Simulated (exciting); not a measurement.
# GaGe (F-43m) in exciting: a series of runs

One crystal, GaGe, is run at these levels: PBE; tasks: single point.

Everything below comes from runs of exciting (release sodium). Logs are shortened: lines on timing, memory, paths and dates and some standing lists are left out, and cuts for length are marked.

## Step 1: Starting point

It takes space group F-43m (No. 216, cubic). Conventional cell: a = 5.796 Å, b = 5.796 Å, c = 5.796 Å, α = 90.00°, β = 90.00°, γ = 90.00°. Ge (site symmetry -43m) is surrounded by 4 Ga at 2.51 Å. Around Ga (site symmetry -43m) lie 4 Ge at 2.51 Å.

The cell comes from a database or a generator and needn't be the stable form of this composition.

## Step 2: Single point, PBE

File input.xml:

```xml
<input>
  <title>GaGe</title>
  <structure speciespath="./" tshift="false">
    <crystal scale="1">
      <basevect>0.000000000000 5.476131511890 5.476131511890</basevect>
      <basevect>5.476131511890 0.000000000000 5.476131511890</basevect>
      <basevect>5.476131511890 5.476131511890 0.000000000000</basevect>
    </crystal>
    <species speciesfile="Ge.xml" rmt="2">
      <atom coord="0.000000000000 0.000000000000 0.000000000000"/>
    </species>
    <species speciesfile="Ga.xml" rmt="2">
      <atom coord="0.250000000000 0.250000000000 0.250000000000"/>
    </species>
  </structure>
  <groundstate do="fromscratch" ngridk="8 8 8" rgkmax="9" gmaxvr="14" lmaxapw="10" lmaxmat="10" lmaxvr="8" xctype="GGA_PBE" stype="Gaussian" swidth="0.00183747" nempty="10" ValenceRelativity="iora*" epsengy="1e-05" epspot="1e-05" maxscl="60" tforce="true" outputlevel="low"/>
</input>
```

Potentials or basis: all-electron LAPW+lo, shipped species files, valence relativity iora*.

The run is started by

```bash
$ OMP_NUM_THREADS=1 exciting_smp
```

INFO.OUT:

```text
================================================================================
EXCITING SODIUM started
[... 10 lines left out ...]

 Lattice vectors (cartesian) :
      0.0000000000      5.4761315119      5.4761315119
      5.4761315119      0.0000000000      5.4761315119
      5.4761315119      5.4761315119      0.0000000000

 Reciprocal lattice vectors (cartesian) :
     -0.5736883139      0.5736883139      0.5736883139
      0.5736883139     -0.5736883139      0.5736883139
      0.5736883139      0.5736883139     -0.5736883139

 Unit cell volume                           :     328.4366424680
 Brillouin zone volume                      :       0.7552452478

 Species :    1 (Ge)
     parameters loaded from                 :    Ge.xml
     name                                   :    germanium

     atomic positions (lattice) :
       1 :   0.00000000  0.00000000  0.00000000

 Species :    2 (Ga)
     parameters loaded from                 :    Ga.xml
     name                                   :    gallium

     atomic positions (lattice) :
       1 :   0.25000000  0.25000000  0.25000000

 Total number of atoms per unit cell        :       2

 Spin treatment                             :    spin-unpolarised

 Number of Bravais lattice symmetries       :      48
 Number of crystal symmetries               :      24

 k-point grid                               :       8    8    8
 Total number of k-points                   :      43
 k-point set is reduced with crystal symmetries

 R^MT_min * |G+k|_max (rgkmax)              :       9.00000000

 G-vector grid sizes                        :      36    36    36
 Total number of G-vectors                  :   15185

 Total nuclear charge                       :     -63.00000000
 Total electronic charge                    :      63.00000000

 Number of empty states                     :      10
 Total number of valence states             :      24

 Exchange-correlation type                  :      20
     Perdew-Burke-Ernzerhof, Phys. Rev. Lett. 77, 3865 (1996)
     Generalised gradient approximation (GGA)

 Smearing scheme                            :    Gaussian
 Smearing width                             :       0.00183747

++++++++++++++++++++++++++++++++++++++++++++++++++++++++++++++++++++++++++++++++
+ Ending initialization                                                        +
++++++++++++++++++++++++++++++++++++++++++++++++++++++++++++++++++++++++++++++++

********************************************************************************
* Groundstate module started                                                   *
********************************************************************************
 Output level for this task is set to low

++++++++++++++++++++++++++++++++++++++++++++++++++++++++++++++++++++++++++++++++
[... 5 lines left out ...]
+ SCF iteration number :    1                                                  +
++++++++++++++++++++++++++++++++++++++++++++++++++++++++++++++++++++++++++++++++
 Total energy                               :     -4041.88722176
 _______________________________________________________________
 Fermi energy                               :         0.14056579
 DOS at Fermi energy (states/Ha/cell)       :        63.62732430
 Electron charge: Core leakage              :         0.00930012

++++++++++++++++++++++++++++++++++++++++++++++++++++++++++++++++++++++++++++++++
+ SCF iteration number :    2                                                  +
++++++++++++++++++++++++++++++++++++++++++++++++++++++++++++++++++++++++++++++++
 Total energy                               :     -4042.87958676
 _______________________________________________________________
 Fermi energy                               :         0.14009964
 DOS at Fermi energy (states/Ha/cell)       :        63.82216611
 Electron charge: Core leakage              :         0.00922260

 RMS change in effective potential (target) :  0.374197E-01  ( 0.100000E-04)
 Absolute change in total energy   (target) :  0.992365      ( 0.100000E-04)
 Charge distance                   (target) :  0.936564E-03  ( 0.100000E-04)
 Abs. change in max-nonIBS-force   (target) :   0.00000      ( 0.500000E-04)

++++++++++++++++++++++++++++++++++++++++++++++++++++++++++++++++++++++++++++++++
+ SCF iteration number :    3                                                  +
++++++++++++++++++++++++++++++++++++++++++++++++++++++++++++++++++++++++++++++++
 Total energy                               :     -4043.15173694
 _______________________________________________________________
 Fermi energy                               :         0.13971415
 DOS at Fermi energy (states/Ha/cell)       :        63.89994330
 Electron charge: Core leakage              :         0.00919080

 RMS change in effective potential (target) :  0.281276E-01  ( 0.100000E-04)
 Absolute change in total energy   (target) :  0.272150      ( 0.100000E-04)
 Charge distance                   (target) :  0.433207E-03  ( 0.100000E-04)
 Abs. change in max-nonIBS-force   (target) :   0.00000      ( 0.500000E-04)

++++++++++++++++++++++++++++++++++++++++++++++++++++++++++++++++++++++++++++++++
+ SCF iteration number :    4                                                  +
++++++++++++++++++++++++++++++++++++++++++++++++++++++++++++++++++++++++++++++++
 Total energy                               :     -4043.30798562
 _______________________________________________________________
 Fermi energy                               :         0.13765230
 DOS at Fermi energy (states/Ha/cell)       :        63.78132417
 Electron charge: Core leakage              :         0.00914139
[... 99 lines left out ...]
 RMS change in effective potential (target) :  0.338976E-07  ( 0.100000E-04)
 Absolute change in total energy   (target) :  0.114959E-04  ( 0.100000E-04)
 Charge distance                   (target) :  0.140798E-07  ( 0.100000E-04)
 Abs. change in max-nonIBS-force   (target) :   0.00000      ( 0.500000E-04)

++++++++++++++++++++++++++++++++++++++++++++++++++++++++++++++++++++++++++++++++
+ SCF iteration number :   12                                                  +
++++++++++++++++++++++++++++++++++++++++++++++++++++++++++++++++++++++++++++++++
 Total energy                               :     -4043.20775177
 _______________________________________________________________
 Fermi energy                               :         0.13802794
 DOS at Fermi energy (states/Ha/cell)       :        63.87522304
 Electron charge: Core leakage              :         0.00914535

 RMS change in effective potential (target) :  0.124730E-07  ( 0.100000E-04)
 Absolute change in total energy   (target) :  0.626507E-05  ( 0.100000E-04)
 Charge distance                   (target) :  0.552134E-08  ( 0.100000E-04)
 Abs. change in max-nonIBS-force   (target) :   0.00000      ( 0.500000E-04)

++++++++++++++++++++++++++++++++++++++++++++++++++++++++++++++++++++++++++++++++
+ SCF iteration number :   13                                                  +
++++++++++++++++++++++++++++++++++++++++++++++++++++++++++++++++++++++++++++++++
 Total energy                               :     -4043.20774780
 _______________________________________________________________
 Fermi energy                               :         0.13802793
 DOS at Fermi energy (states/Ha/cell)       :        63.87503044
 Electron charge: Core leakage              :         0.00914536

 RMS change in effective potential (target) :  0.172150E-07  ( 0.100000E-04)
 Absolute change in total energy   (target) :  0.397224E-05  ( 0.100000E-04)
 Charge distance                   (target) :  0.650331E-08  ( 0.100000E-04)
 Abs. change in max-nonIBS-force   (target) :   0.00000      ( 0.500000E-04)

++++++++++++++++++++++++++++++++++++++++++++++++++++++++++++++++++++++++++++++++
| Convergency criteria checked for the last 2 iterations                       +
| Convergence targets achieved. Performing final SCF iteration                 +
++++++++++++++++++++++++++++++++++++++++++++++++++++++++++++++++++++++++++++++++
 Total energy                               :     -4043.20775119
 _______________________________________________________________
 Fermi energy                               :         0.13802794
 DOS at Fermi energy (states/Ha/cell)       :        63.87526390
 Electron charge: Core leakage              :         0.00914536

++++++++++++++++++++++++++++++++++++++++++++++++++++++++++++++++++++++++++++++++
+ Self-consistent loop stopped                                                 +
++++++++++++++++++++++++++++++++++++++++++++++++++++++++++++++++++++++++++++++++
 STATE.OUT is written

--------------------------------------------------------------------------------
- Writing atomic positions and forces                                          -
--------------------------------------------------------------------------------

 Atomic positions (lattice) :
 atom     1  Ge  :     0.00000000    0.00000000    0.00000000
 atom     2  Ga  :     0.25000000    0.25000000    0.25000000

 Total atomic forces including IBS (cartesian) :
 atom     1  Ge  :     0.00000000   -0.00000000    0.00000000
 atom     2  Ga  :    -0.00000000    0.00000000   -0.00000000

 Atomic force components including IBS (cartesian) :
 atom     1  Ge  :     0.00000000   -0.00000000    0.00000000   HF force
                 :    -0.00000000    0.00000000    0.00000000   core correction
                 :    -0.00000000   -0.00000000    0.00000000   IBS correction
 atom     2  Ga  :    -0.00000000    0.00000000    0.00000000   HF force
                 :     0.00000000    0.00000000   -0.00000000   core correction
                 :     0.00000000    0.00000000    0.00000000   IBS correction

********************************************************************************
* Groundstate module stopped                                                   *
********************************************************************************

================================================================================
| EXCITING SODIUM stopped                                                      =
================================================================================
```

Wall time 3.9 min (1 thread of Arm Neoverse V1, shared host); peak memory 0.14 GiB.

What came out:

```yaml
Free_energy: -110021.2907 eV
Band_gap_on_the_k_mesh: none (metal or under the smearing width)
```

Caveat: the log's total energy holds no entropy term; the free energy is that total less TS from the occupations.

[end of part 1 of 2]
